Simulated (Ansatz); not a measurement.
# C2H7ClFNSZr: vertical ionisation energy

One table from this session's results is given with a row withheld; the runs are named, their logs left out.

The runs use Ansatz 0.2.0, Gaussian basis; unrestricted cation, the program's frozen cores in correlated methods.

The runs, in order: UKS PBE-D4/def2-TZVPP; UKS r2SCAN-D4/def2-TZVPP; UKS PBE0-D4/def2-TZVPP; UKS B3LYP-D4/def2-TZVPP; UKS wB97X-V/def2-TZVPP; UKS wB97M-V/def2-TZVPP; UKS B2PLYP/def2-TZVPP; UHF-CCSD(T)/def2-TZVPP; UHF-MP2/def2-QZVPP; extrapolation to the limit; then −ε(HOMO) from the neutral's earlier runs with LDA (SPW92), PBE-D4, revPBE-D4, BLYP-D4, r2SCAN-D4, B97M-V, PBE0-D4, B3LYP-D4, r2SCANh-D4, r2SCAN0-D4, HSE06-D4, BHLYP-D4, CAM-B3LYP-D4, LC-ωPBE, ωB97X-V, ωB97M-V.

**The relaxed structure**

An earlier PBE0-D4 in a triple-zeta def2 set relaxation fixed the geometry. Zr takes the def2 core potential; no spin-orbit term is included.

14 atoms, charge 0, spin multiplicity 1.

Atoms are counted from 1 here; the program's logs count them from 0.

Bond lengths: C1–N2 1.444 Å, C1–H8 1.097 Å, C1–H9 1.097 Å, C1–H10 1.092 Å, N2–C3 1.448 Å, N2–Zr4 1.985 Å, C3–H11 1.097 Å, C3–H12 1.097 Å, C3–H13 1.095 Å, Zr4–F5 1.902 Å, Zr4–S6 2.448 Å, Zr4–Cl7 2.368 Å, S6–H14 1.348 Å. Angles: N2–C1–H8 110.9°, N2–C1–H9 111.1°, N2–C1–H10 110.8°, H8–C1–H9 107.9°, H8–C1–H10 108.0°, H9–C1–H10 108.0°, C1–N2–C3 113.9°, C1–N2–Zr4 128.0°, C3–N2–Zr4 118.0°, N2–C3–H11 111.0°, N2–C3–H12 111.2°, N2–C3–H13 111.0°, H11–C3–H12 108.5°, H11–C3–H13 107.5°, H12–C3–H13 107.5°, N2–Zr4–F5 109.4°, N2–Zr4–S6 100.5°, N2–Zr4–Cl7 110.7° and more.

The first run:

File in.yaml:

```yaml
crystal:
  periodic: [false, false, false]
  atoms:
    - {symbol: C, position_ang: [0.236636, 0.372590, 1.791666]}
    - {symbol: N, position_ang: [0.288045, -0.005446, 0.399055]}
    - {symbol: C, position_ang: [1.039366, -1.217025, 0.146288]}
    - {symbol: Zr, position_ang: [-0.540413, 0.918176, -1.150460]}
    - {symbol: F, position_ang: [-1.167789, 2.628986, -0.605038]}
    - {symbol: S, position_ang: [-2.400518, -0.597548, -1.633260]}
    - {symbol: Cl, position_ang: [0.963262, 1.000854, -2.977360]}
    - {symbol: H, position_ang: [-0.235234, -0.413784, 2.393794]}
    - {symbol: H, position_ang: [1.244119, 0.544817, 2.191157]}
    - {symbol: H, position_ang: [-0.340436, 1.290830, 1.922577]}
    - {symbol: H, position_ang: [0.602710, -2.068387, 0.682233]}
    - {symbol: H, position_ang: [2.085347, -1.108433, 0.458616]}
    - {symbol: H, position_ang: [1.038275, -1.463760, -0.921044]}
    - {symbol: H, position_ang: [-2.813369, 0.118120, -2.698225]}
basis:
  gaussian: {orbitals: def2-TZVPP}
total_charge: 1
magnetization: {spin_polarized: true, initial_magnetization: 1}
hamiltonian: {xc: pbe, dispersion: d4}
```

Started as:

```sh
$ ansatz run in.yaml --threads 2 --pin off --events-out ev --progress --plain --max-ram 31744MiB --backend cuda --devices 0, --max-vram 18GiB
```

Among the steps run: Cation, UKS PBE-D4/def2-TZVPP; Cation, UKS r2SCAN-D4/def2-TZVPP; Cation, UKS PBE0-D4/def2-TZVPP; Cation, UKS B3LYP-D4/def2-TZVPP; Cation, UKS wB97X-V/def2-TZVPP; Cation, UKS wB97M-V/def2-TZVPP; Cation, UKS B2PLYP (frozen core)/def2-TZVPP; Cation, UHF-CCSD(T)/def2-TZVPP; Cation, UHF-MP2/def2-QZVPP.

One of the session's tables, all rows but one given; the rest of the session is left out.

For comparison, −ε(HOMO) of the neutral from earlier runs:

| functional | −ε(HOMO) (eV) |
| --- | --- |
| LDA (SPW92) | 6.30 |
| PBE-D4 | 6.16 |
| revPBE-D4 | 6.10 |
| BLYP-D4 | 6.04 |
| r2SCAN-D4 | 6.38 |
| B97M-V | 6.46 |
| PBE0-D4 | 7.40 |
| B3LYP-D4 | ? |
| r2SCANh-D4 | 6.85 |
| r2SCAN0-D4 | 7.55 |
| HSE06-D4 | 7.00 |
| BHLYP-D4 | 8.55 |
| CAM-B3LYP-D4 | 8.73 |
| LC-ωPBE | 10.05 |
| ωB97X-V | 9.72 |
| ωB97M-V | 9.62 |

Q: Estimate the row for B3LYP-D4 from the others.

Worked estimate for «−ε(HOMO) (eV)». Against the share of exact exchange, BLYP-D4 (0, 6.04), BHLYP-D4 (0.5, 8.55) give a slope of 5.02 per unit share; at 0.2 the line stands at 7.04.

The run gave: −ε(HOMO) (eV): 7.19. In «−ε(HOMO) (eV)» the line misses by -0.15.
